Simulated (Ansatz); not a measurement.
# CH5InN radical: small, medium and large basis sets

Aim: see how fast density functionals converge with the basis set for CH5InN radical.

Program: Ansatz 0.2.0, Gaussian basis. Level of theory: one geometry, several basis sets. These are calculated values, not measurements.

The runs, in order: PBE0-D4/def2-SVP; ωB97M-V/def2-SVP; PBE0-D4/def2-QZVPP; ωB97M-V/def2-QZVPP; the functionals' def2-TZVPP values are taken from earlier runs.

### 1 The geometry

An earlier PBE0-D4 in a triple-zeta def2 set relaxation fixed the geometry. In takes the def2 core potential; no spin-orbit term is included.

SMILES `[CH3][In][NH2]`, 8 atoms, charge 0, spin multiplicity 2.

Atoms are counted from 1 here; the program's logs count them from 0.

Bond lengths: C1–In2 2.199 Å, C1–H4 1.091 Å, C1–H5 1.089 Å, C1–H6 1.091 Å, In2–N3 2.048 Å, N3–H7 1.009 Å, N3–H8 1.011 Å. Angles: In2–C1–H4 108.6°, In2–C1–H5 110.2°, In2–C1–H6 108.0°, H4–C1–H5 109.6°, H4–C1–H6 110.0°, H5–C1–H6 110.5°, C1–In2–N3 115.0°, In2–N3–H7 120.5°, In2–N3–H8 119.6°, H7–N3–H8 109.4°.

As a file:

```xyz
8

C    -1.12568    0.99407   -0.48672
In    0.70291    0.64198    0.68244
N     1.33297   -1.30564    0.73833
H    -1.96963    1.06418    0.20041
H    -1.03832    1.92051   -1.05236
H    -1.26303    0.14677   -1.16092
H     2.24027   -1.53941    1.11342
H     1.12051   -1.92245   -0.03458
```

### 2 PBE0-D4 in def2-SVP

Contents of in.yaml:

```yaml
crystal:
  periodic: [false, false, false]
  atoms:
    - {symbol: C, position_ang: [-1.125683, 0.994067, -0.486720]}
    - {symbol: In, position_ang: [0.702911, 0.641978, 0.682445]}
    - {symbol: N, position_ang: [1.332968, -1.305638, 0.738325]}
    - {symbol: H, position_ang: [-1.969632, 1.064175, 0.200406]}
    - {symbol: H, position_ang: [-1.038317, 1.920512, -1.052361]}
    - {symbol: H, position_ang: [-1.263031, 0.146768, -1.160920]}
    - {symbol: H, position_ang: [2.240272, -1.539413, 1.113420]}
    - {symbol: H, position_ang: [1.120511, -1.922450, -0.034584]}
basis:
  gaussian: {orbitals: def2-SVP}
magnetization: {spin_polarized: true, initial_magnetization: 1}
hamiltonian: {xc: pbe0, dispersion: d4}
output: {orbitals: {seedname: orbitals}}
```

The runs that follow: ωB97M-V in def2-SVP; PBE0-D4 in def2-QZVPP; ωB97M-V in def2-QZVPP.

Q: Predict the results of all the runs planned. Wanted: PBE0-D4: double and triple zeta above quadruple; ωB97M-V: double and triple zeta above quadruple.

As calculated:

```
                                       quantity          value
PBE0-D4: double and triple zeta above quadruple  3.64, 0.22 eV
ωB97M-V: double and triple zeta above quadruple  3.80, 0.22 eV
```

What this shows: For PBE0-D4 the step from double to triple zeta gains 3.42 eV and the next only 0.22 eV. These are total energies; as a rule much of such shifts cancels in differences, which this series doesn't test.
